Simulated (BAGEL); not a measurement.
**A workflow on C2H3ClSi (SMILES ClC1=C[SiH2]1)**

Wanted: a single-point energy (HF/def2-SV(P)), then the energy (NEVPT2(2,2)/def2-SV(P)), then a single-point energy (CASPT2(2,2)/def2-SV(P)) of C2H3ClSi. 

The results are computed with BAGEL 1.2.2.

1 further run of the same task is left out (set aside as unsound or not needed).

## (1) The structure to begin with

The species is C2H3ClSi (7 atoms), meant as a singlet with charge 0. SMILES: `ClC1=C[SiH2]1`. The Si4–H6 distance was set to 2.816 Å, away from the relaxed value. At this shape a bond of the SMILES string is far longer than usual.

Bond lengths: Cl1–C2 1.700 Å, C2–C3 1.327 Å, C2–Si4 1.804 Å, C3–Si4 1.819 Å, C3–H5 1.082 Å, Si4–H7 1.482 Å. Angles: Cl1–C2–C3 135.8°, Cl1–C2–Si4 155.1°, C3–C2–Si4 69.2°, C2–C3–Si4 67.9°, C2–Si4–C3 43.0°, C2–C3–H5 137.0°, Si4–C3–H5 155.1°, C2–Si4–H7 121.6°, C3–Si4–H7 121.6°.

## (2) A single-point energy at HF/def2-SV(P) (density fitting with svp-jkfit) (run 1)

Contents of job.json:

```json
{ "bagel" : [

{
  "title" : "molecule",
  "basis" : "def2-sv_p_.json",
  "df_basis" : "svp-jkfit",
  "geometry" : [
    { "atom" : "Cl", "xyz" : [    -1.10076169,    -6.27203124,    -0.39196888 ] },
    { "atom" : "C", "xyz" : [     0.43218414,    -3.48770877,    -0.86118788 ] },
    { "atom" : "C", "xyz" : [     2.69002892,    -2.56193194,    -0.28765600 ] },
    { "atom" : "Si", "xyz" : [     0.75740601,    -0.29123703,    -1.99899198 ] },
    { "atom" : "H", "xyz" : [     4.37320798,    -3.21161978,     0.67402562 ] },
    { "atom" : "H", "xyz" : [    -1.58321255,     3.80080615,     0.47016386 ] },
    { "atom" : "H", "xyz" : [     1.19903501,     0.26547628,    -4.70829232 ] }
  ]
},

{
  "title" : "hf"
},

{
  "title" : "print",
  "file" : "orbitals.molden",
  "orbitals" : true
}

]}
```

The basis set def2-SV(P) is read from a file made from the Basis Set Exchange's data (not shown).

Command:

```bash
BAGEL_NUM_THREADS=1 BAGEL job.json > job.out
```

What it wrote:

```text
* using 1 threads per process

  ===============================================================
  ===============================================================

  *** Geometry ***

  { "atom" : "Cl", "xyz" : [     -1.100762,     -6.272031,     -0.391969 ] },
  { "atom" : "C", "xyz" : [      0.432184,     -3.487709,     -0.861188 ] },
  { "atom" : "C", "xyz" : [      2.690029,     -2.561932,     -0.287656 ] },
  { "atom" : "Si", "xyz" : [      0.757406,     -0.291237,     -1.998992 ] },
  { "atom" : "H", "xyz" : [      4.373208,     -3.211620,      0.674026 ] },
  { "atom" : "H", "xyz" : [     -1.583213,      3.800806,      0.470164 ] },
  { "atom" : "H", "xyz" : [      1.199035,      0.265476,     -4.708292 ] },

  Number of auxiliary basis functions:      460

  Since a DF basis is specified, we compute 2- and 3-index integrals:
    o Being stored without compression. Storage requirement is 0.018 GB

  Number of basis functions:       70
  Number of electrons      :       46

    * METHOD: MOLECULE                             0.18

  *** RHF ***

  === Nuclear Repulsion ===
   176.4060189312

      * DIIS with orbital gradients will be used.

  === RHF iteration (def2-sv_p_.json) ===
      0       -825.26701072          0.01326099           0.05
      1       -825.35228363          0.00675645           0.05
      2       -825.37131416          0.00153922           0.05
      3       -825.37332053          0.00042737           0.05
      4       -825.37346694          0.00014901           0.05
      5       -825.37349384          0.00006302           0.05
      6       -825.37349838          0.00002805           0.05
      7       -825.37349919          0.00001104           0.05
      8       -825.37349932          0.00000461           0.05
      9       -825.37349934          0.00000242           0.05
     10       -825.37349935          0.00000096           0.05
     11       -825.37349935          0.00000034           0.05
     12       -825.37349935          0.00000018           0.05
     13       -825.37349935          0.00000007           0.05
     14       -825.37349935          0.00000003           0.05
     15       -825.37349935          0.00000001           0.05
     16       -825.37349935          0.00000001           0.05
    * SCF iteration converged.

    * Permanent dipole moment:
           (   -0.790100,     0.516122,     0.530996) a.u.

    * METHOD: HF                                   1.00

    * METHOD: PRINT                                0.01

  ===============================================================
```

It took 1.3 s on 1 thread of Arm Neoverse V1, shared host; peak memory 0.14 GiB.

## (3) A single-point energy at NEVPT2(2,2)/def2-SV(P) (density fitting with svp-jkfit) (run 2)

Contents of input.json:

```json
{ "bagel" : [

{
  "title" : "molecule",
  "basis" : "def2-sv_p_.json",
  "df_basis" : "svp-jkfit",
  "angstrom" : false,
  "geometry" : [
    { "atom" : "Cl", "xyz" : [    -1.10076169,    -6.27203124,    -0.39196888 ] },
    { "atom" : "C", "xyz" : [     0.43218414,    -3.48770877,    -0.86118788 ] },
    { "atom" : "C", "xyz" : [     2.69002892,    -2.56193194,    -0.28765600 ] },
    { "atom" : "Si", "xyz" : [     0.75740601,    -0.29123703,    -1.99899198 ] },
    { "atom" : "H", "xyz" : [     4.37320798,    -3.21161978,     0.67402562 ] },
    { "atom" : "H", "xyz" : [    -1.58321255,     3.80080615,     0.47016386 ] },
    { "atom" : "H", "xyz" : [     1.19903501,     0.26547628,    -4.70829232 ] }
  ]
},

{
  "title" : "hf"
},

{
  "title" : "nevpt2",
  "nstate" : 1,
  "nact" : 2,
  "nclosed" : 22,
  "active" : [23, 24],
  "maxiter" : 200,
  "natocc" : true,
  "ncore" : 12
},

{
  "title" : "print",
  "file" : "orbitals.molden",
  "orbitals" : true
}

]}
```

The basis set def2-SV(P) is read from a file made from the Basis Set Exchange's data (not shown).

Command:

```bash
BAGEL_NUM_THREADS=1 BAGEL input.json > input.out
```

What it wrote:

```text
* using 1 threads per process

  ===============================================================
  ===============================================================

  *** Geometry ***

  { "atom" : "Cl", "xyz" : [     -1.100762,     -6.272031,     -0.391969 ] },
  { "atom" : "C", "xyz" : [      0.432184,     -3.487709,     -0.861188 ] },
  { "atom" : "C", "xyz" : [      2.690029,     -2.561932,     -0.287656 ] },
  { "atom" : "Si", "xyz" : [      0.757406,     -0.291237,     -1.998992 ] },
  { "atom" : "H", "xyz" : [      4.373208,     -3.211620,      0.674026 ] },
  { "atom" : "H", "xyz" : [     -1.583213,      3.800806,      0.470164 ] },
  { "atom" : "H", "xyz" : [      1.199035,      0.265476,     -4.708292 ] },

  Number of auxiliary basis functions:      460

  Since a DF basis is specified, we compute 2- and 3-index integrals:
    o Being stored without compression. Storage requirement is 0.018 GB

  Number of basis functions:       70
  Number of electrons      :       46

    * METHOD: MOLECULE                             0.19

  *** RHF ***

  === Nuclear Repulsion ===
   176.4060189312

      * DIIS with orbital gradients will be used.

  === RHF iteration (def2-sv_p_.json) ===
      0       -825.26701072          0.01326099           0.05
      1       -825.35228363          0.00675645           0.05
      2       -825.37131416          0.00153922           0.05
      3       -825.37332053          0.00042737           0.04
      4       -825.37346694          0.00014901           0.04
      5       -825.37349384          0.00006302           0.05
      6       -825.37349838          0.00002805           0.05
      7       -825.37349919          0.00001104           0.05
      8       -825.37349932          0.00000461           0.05
      9       -825.37349934          0.00000242           0.05
     10       -825.37349935          0.00000096           0.05
     11       -825.37349935          0.00000034           0.05
     12       -825.37349935          0.00000018           0.05
     13       -825.37349935          0.00000007           0.05
     14       -825.37349935          0.00000003           0.05
     15       -825.37349935          0.00000001           0.04
     16       -825.37349935          0.00000001           0.04
    * SCF iteration converged.

    * Permanent dipole moment:
           (   -0.790100,     0.516122,     0.530996) a.u.

    * METHOD: HF                                   0.97

    * freezing 12 orbitals
  ---------------------------
      CASSCF calculation
  ---------------------------

    ==== Active orbitals : =====
         Orbital 23
         Orbital 24
    ============================

    * nstate   :      1
    * nclosed  :     22
    * nact     :      2
    * nvirt    :     46
  === CASSCF iteration (def2-sv_p_.json) ===

    * Using the second-order algorithm

      0  0      -825.40963763     4.35e-03      0.01

      1  0      -825.43174724     1.23e-03      0.23

      2  0      -825.43286223     3.89e-04      0.23

      3  0      -825.43292799     1.16e-04      0.24

      4  0      -825.43293319     3.28e-05      0.25

      5  0      -825.43293360     9.22e-06      0.25

      6  0      -825.43293363     2.59e-06      0.24

      7  0      -825.43293363     7.25e-07      0.25

      8  0      -825.43293363     2.03e-07      0.23

      9  0      -825.43293363     5.70e-08      0.22

     10  0      -825.43293363     1.60e-08      0.19

     11  0      -825.43293363     4.48e-09      0.18

    * Second-order optimization converged. *

     guess   0:   closed 1.                   open ..

  === FCI iteration ===

      0  0      -825.36643338     7.53e-02      0.00
      1  0      -825.43109588     1.24e-02      0.00
      2  0 *    -825.43293363     8.04e-16      0.00

     * ci vector, state   0, <S^2> = 0.0000
       2.     0.9142635996
       .2    -0.4051198224

  === DF-NEVPT2 calculation ===

    * 3-index integral transformation done
    * assembly done

      NEVPT2 correlation energy:   -0.4517330052      0.09

          (+0)     -0.4187256569
          (+0)'    -0.0042542967
          (+1)     -0.0107092305
          (+1)'    -0.0000000000
          (+2)     -0.0002542386
          (-1)     -0.0173074315
          (-1)'     0.0000000000
          (-2)     -0.0004821509

      NEVPT2 total energy:       -825.8846666365

    * METHOD: NEVPT2                               2.80

    * METHOD: PRINT                                0.01

  ===============================================================
```

It took 4.2 s on 1 thread of Arm Neoverse V1, shared host; peak memory 0.14 GiB.

## (4) The energy at CASPT2(2,2)/def2-SV(P) (density fitting with svp-jkfit) (run 3)

Contents of calc.json:

```json
{ "bagel" : [

{
  "title" : "molecule",
  "basis" : "def2-sv_p_.json",
  "df_basis" : "svp-jkfit",
  "geometry" : [
    { "atom" : "Cl", "xyz" : [    -1.10076169,    -6.27203124,    -0.39196888 ] },
    { "atom" : "C", "xyz" : [     0.43218414,    -3.48770877,    -0.86118788 ] },
    { "atom" : "C", "xyz" : [     2.69002892,    -2.56193194,    -0.28765600 ] },
    { "atom" : "Si", "xyz" : [     0.75740601,    -0.29123703,    -1.99899198 ] },
    { "atom" : "H", "xyz" : [     4.37320798,    -3.21161978,     0.67402562 ] },
    { "atom" : "H", "xyz" : [    -1.58321255,     3.80080615,     0.47016386 ] },
    { "atom" : "H", "xyz" : [     1.19903501,     0.26547628,    -4.70829232 ] }
  ]
},

{ "title" : "hf" },

{ "title" : "casscf", "nstate" : 1, "nact" : 2, "nclosed" : 22, "active" : [23, 24], "maxiter" : 200, "natocc" : true },

{ "title" : "print", "file" : "orbitals.molden", "orbitals" : true },

{ "title" : "smith", "method" : "caspt2", "ms" : true, "xms" : true, "sssr" : true, "shift" : 0.2, "shift_imag" : true, "ncore" : 12 }

]}
```

The basis set def2-SV(P) is read from a file made from the Basis Set Exchange's data (not shown).

Command:

```bash
BAGEL_NUM_THREADS=1 BAGEL calc.json > calc.out
```

What it wrote:

```text
* using 1 threads per process

  ===============================================================
  ===============================================================

  *** Geometry ***

  { "atom" : "Cl", "xyz" : [     -1.100762,     -6.272031,     -0.391969 ] },
  { "atom" : "C", "xyz" : [      0.432184,     -3.487709,     -0.861188 ] },
  { "atom" : "C", "xyz" : [      2.690029,     -2.561932,     -0.287656 ] },
  { "atom" : "Si", "xyz" : [      0.757406,     -0.291237,     -1.998992 ] },
  { "atom" : "H", "xyz" : [      4.373208,     -3.211620,      0.674026 ] },
  { "atom" : "H", "xyz" : [     -1.583213,      3.800806,      0.470164 ] },
  { "atom" : "H", "xyz" : [      1.199035,      0.265476,     -4.708292 ] },

  Number of auxiliary basis functions:      460

  Since a DF basis is specified, we compute 2- and 3-index integrals:
    o Being stored without compression. Storage requirement is 0.018 GB

  Number of basis functions:       70
  Number of electrons      :       46

    * METHOD: MOLECULE                             0.18

  *** RHF ***

  === Nuclear Repulsion ===
   176.4060189312

      * DIIS with orbital gradients will be used.

  === RHF iteration (def2-sv_p_.json) ===
      0       -825.26701072          0.01326099           0.05
      1       -825.35228363          0.00675645           0.05
      2       -825.37131416          0.00153922           0.05
      3       -825.37332053          0.00042737           0.05
      4       -825.37346694          0.00014901           0.04
      5       -825.37349384          0.00006302           0.04
      6       -825.37349838          0.00002805           0.04
      7       -825.37349919          0.00001104           0.04
      8       -825.37349932          0.00000461           0.04
      9       -825.37349934          0.00000242           0.04
     10       -825.37349935          0.00000096           0.04
     11       -825.37349935          0.00000034           0.05
     12       -825.37349935          0.00000018           0.04
     13       -825.37349935          0.00000007           0.05
     14       -825.37349935          0.00000003           0.04
     15       -825.37349935          0.00000001           0.04
     16       -825.37349935          0.00000001           0.05
    * SCF iteration converged.

    * Permanent dipole moment:
           (   -0.790100,     0.516122,     0.530996) a.u.

    * METHOD: HF                                   0.89

  ---------------------------
      CASSCF calculation
  ---------------------------

    ==== Active orbitals : =====
         Orbital 23
         Orbital 24
    ============================

    * nstate   :      1
    * nclosed  :     22
    * nact     :      2
    * nvirt    :     46
  === CASSCF iteration (def2-sv_p_.json) ===

    * Using the second-order algorithm

      0  0      -825.40963763     4.35e-03      0.02

      1  0      -825.43174724     1.23e-03      0.24

      2  0      -825.43286223     3.89e-04      0.27

      3  0      -825.43292799     1.16e-04      0.27

      4  0      -825.43293319     3.28e-05      0.26

      5  0      -825.43293360     9.22e-06      0.27

      6  0      -825.43293363     2.59e-06      0.24

      7  0      -825.43293363     7.25e-07      0.24

      8  0      -825.43293363     2.03e-07      0.23

      9  0      -825.43293363     5.70e-08      0.22

     10  0      -825.43293363     1.60e-08      0.20

     11  0      -825.43293363     4.48e-09      0.18

    * Second-order optimization converged. *

     guess   0:   closed 1.                   open ..

  === FCI iteration ===

      0  0      -825.36643338     7.53e-02      0.00
      1  0      -825.43109588     1.24e-02      0.00
      2  0 *    -825.43293363     8.04e-16      0.00

     * ci vector, state   0, <S^2> = 0.0000
       2.     0.9142635996
       .2    -0.4051198224

    * METHOD: CASSCF                               2.74

    * METHOD: PRINT                                0.01

  === SMITH program ===

    * freezing 12 orbitals

    * Approximate memory requirement for SMITH calulation per MPI process:
      o Storage requirement for T-amplitude, lambda, and residual is 0.01 GB
      o Storage requirement for MO integrals is 0.00 GB
    * Calculating and saving rdm4f

    * Zeroth order energy : state  0       -0.4984337818

    * CASPT2 iteration is performed using orthogonal basis

      -------------------------------------------  CASPT2 iteration  ---------------------------------------------------
       #      aibj      arbs      arbi      airj      risj      airs      arst      rist         Etot      error   time
      ------------------------------------------------------------------------------------------------------------------

       0  -0.41637  -0.00066  -0.01843  -0.01189  -0.00043  -0.00409  -0.00000  -0.00000   -0.4518639  0.0006021   0.04
       1  -0.41641  -0.00067  -0.01845  -0.01195  -0.00045  -0.00414   0.00000  -0.00000   -0.4520617  0.0000814   0.03
       2  -0.41642  -0.00067  -0.01845  -0.01195  -0.00045  -0.00414  -0.00000  -0.00000   -0.4520650  0.0000131   0.03
       3  -0.41642  -0.00067  -0.01845  -0.01195  -0.00045  -0.00414  -0.00000  -0.00000   -0.4520651  0.0000022   0.03
       4  -0.41642  -0.00067  -0.01845  -0.01195  -0.00045  -0.00414   0.00000  -0.00000   -0.4520651  0.0000003   0.04

      ------------------------------------------------------------------------------------------------------------------

    * CASPT2 energy : state  0     -825.8885364454
        w/o shift correction       -825.8849987406
        reference weight              0.8447969864

    * METHOD: SMITH                                0.29

  ===============================================================
```

Wall time 4.5 s (1 thread of Arm Neoverse V1, shared host); peak memory 0.14 GiB.

## (5) What came out

| quantity | value |
| --- | --- |
| run 1, HF/def2-SV(P): total energy | -825.37350 Eh |
| run 1, HF/def2-SV(P): dipole moment | 2.75 D |
| run 1, HF/def2-SV(P): HOMO energy | -8.72 eV |
| run 1, HF/def2-SV(P): LUMO energy | -0.04 eV |
| run 1, HF/def2-SV(P): HOMO–LUMO gap | 8.68 eV |
| run 2, NEVPT2(2,2)/def2-SV(P): total energy | -825.88467 Eh |
| run 3, CASPT2(2,2)/def2-SV(P): total energy | -825.88854 Eh |

In words: One bond (run 1, HF/def2-SV(P)) is far stretched, which a spin-restricted single reference describes badly; a broken-symmetry solution may lie lower.
